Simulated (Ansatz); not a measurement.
## CHFI₂, SMILES FC(I)I: a rigid scan of one bond length, step by step

With the Ansatz DFT code, driven from Python.

Interactive session:
```pycon
>>> import warnings
>>> import ansatz as az
>>> from ase import Atoms
>>> import numpy as np
>>> warnings.simplefilter("ignore", az.DeckWarning)
>>> atoms = Atoms(["F", "C", "I", "I", "H"], positions=[
...     (1.3684, -0.5955, 0.0433),
...     (0.0583, -0.059, 0.1929),
...     (-0.0216, 1.8964, -0.5952),
...     (-1.1909, -1.2284, -0.9275),
...     (-0.1643, -0.0872, 1.2451),
... ])
>>> geometry = az.Crystal.molecule_from_ase(atoms)
>>> symbols = [site.symbol for site in geometry.cartesian_sites]
>>> start = np.array([site.position_ang for site in geometry.cartesian_sites])
>>> axis = (start[2] - start[1]) / np.linalg.norm(start[2] - start[1])
>>> moving = [2]
>>> lengths, energies = [1.857, 1.941, 2.025, 2.11, 2.194, 2.279, 2.363, 2.49], []
>>> for length in lengths:
...     xyz = start.copy()
...     xyz[moving] += (length - np.linalg.norm(start[2] - start[1])) * axis
...     point = az.Crystal.molecule()
...     for symbol, place in zip(symbols, xyz):
...         point = point.atom(symbol, place.tolist())
...     calc = point.calculation().basis(gaussian="def2-SVP").correlation("MP2")
...     r = calc.run().report
...     energies.append(r["free_energy_ev"])
...     print(f"r = {length:6.3f} A  E = {energies[-1]:.5f} eV  <S^2> = {abs(r['mean_field']['state']['spin_squared']):.3f}")
...
r =  1.857 A  E = -19906.60956 eV  <S^2> = 0.000
r =  1.941 A  E = -19907.17926 eV  <S^2> = 0.000
r =  2.025 A  E = -19907.50124 eV  <S^2> = 0.000
r =  2.110 A  E = -19907.64881 eV  <S^2> = 0.000
r =  2.194 A  E = -19907.67153 eV  <S^2> = 0.000
r =  2.279 A  E = -19907.60892 eV  <S^2> = 0.000
r =  2.363 A  E = -19907.49022 eV  <S^2> = 0.000
r =  2.490 A  E = -19907.24608 eV  <S^2> = 0.000
>>> # quartic fit about the minimum
>>> fit = np.polynomial.Polynomial.fit(lengths, np.array(energies) - min(energies), 4).convert()
>>> roots = [r.real for r in fit.deriv().roots() if abs(r.imag) < 1e-9 and fit.deriv(2)(r.real) > 0]
>>> r_e = min(roots, key=lambda r: abs(r - lengths[int(np.argmin(energies))]))
>>> print(f"minimum of the fit at {r_e:.4f} A, force constant {fit.deriv(2)(r_e):.2f} eV/A^2")
minimum of the fit at 2.1688 A, force constant 13.16 eV/A^2
```

Reading the output:
- Total energies depend on the basis set; only differences at equal settings carry meaning.
- The rest of the molecule is held rigid at a force-field or estimated start geometry, and the basis set is modest; single-reference methods fail as a bond breaks.
- def2 sets replace the cores of elements past krypton by effective core potentials.
- The orbitals are restricted, so S² is zero by construction.
- S² is that of the Hartree-Fock reference.
- Finished in 16 s on 1 thread of Arm Neoverse V1, on a shared host, peak memory 0.27 GiB.
